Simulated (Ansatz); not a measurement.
# FeO (Wuestite): the cost of one run

Program: Ansatz 0.2.0. Level of theory: DFT PBE, scalar-relativistic, plane waves, PAW. These are calculated values, not measurements.

1 further run of the same task is left out (set aside as unsound or not needed).

### 1 The system as given

It takes space group Fm-3m (No. 225, cubic). Conventional cell: a = 4.309 Å, b = 4.309 Å, c = 4.309 Å, α = 90.00°, β = 90.00°, γ = 90.00°. Fe (site symmetry m-3m) has 6 O at 2.15 Å as nearest neighbours. O (site symmetry m-3m) has 6 Fe at 2.15 Å as nearest neighbours.

As a file:

```
Fe O
1.0
     1.52324    0.87944    2.48800
    -1.52324    0.87944    2.48800
     0.00000   -1.75888    2.48800
Fe O
1 1
Direct
  0.00000 0.00000 0.00000
  0.50000 0.50000 0.50000
```

It is the result of an earlier relaxation at this level (volume 10.00 Å³/atom; gap on the mesh: none (metal), site moments up to 3.4 μB).

### 2 Electronic structure at the relaxed geometry

input.yaml

```yaml
crystal:
  lattice:
    - [1.5232353771, 0.879440355, 2.4880041688]
    - [-1.5232353771, 0.879440355, 2.4880041688]
    - [0.0, -1.75888071, 2.4880041688]
  atoms:
    - { symbol: Fe, position: [0.0, 0.0, 0.0], spin: 3.79 }
    - { symbol: O, position: [0.5, 0.5, 0.5], spin: 0.35 }
basis:
  ecutwfc: 420
kpoints:
  mp_grid: { grid: [18, 18, 18] }
  band_path:
    path:
      - [[0.0, 0.0, 0.0], [0.49999999, 0.50007653, 7.653e-05], [0.62501913, 0.6251148, 0.25009567]]
      - [[0.7500574, 0.37517221, 0.37511481], [0.0, 0.0, 0.0], [0.50003827, 0.5001148, 0.50007653], [0.75003827, 0.50015307, 0.2501148], [0.49999999, 0.50007653, 7.653e-05]]
    npoints: 14
hamiltonian:
  xc: pbe
scf:
  occupations: { method: gaussian, width: 0.1 }
  n_extra_bands: 6
output:
  forces: true
  stress: true
  eigenvalues: true
  populations: true
  dos: { projected: true, de: 0.02, nscf_kmesh: { grid: [27, 27, 27] } }
  bader: true
  write_density: true
  write_potential: true
  elf: true
  volumetric_format: npy
magnetization:
  spin_polarized: true
checkpoint:
  read: start.run
  write: ck
  compress: false
  write_wavefunctions: false
  write_every: 100000
```

Run with:

```
$ ansatz run input.yaml --threads 1 --pin off --max-ram 2560MiB --backend cpu --events-out ev --progress --plain --runs-dir out
```

**Question.** How long does this run take on 1 thread of Arm Neoverse V2, shared host, and how much memory does it need?

About 58 s, with a peak of 0.75 GiB.
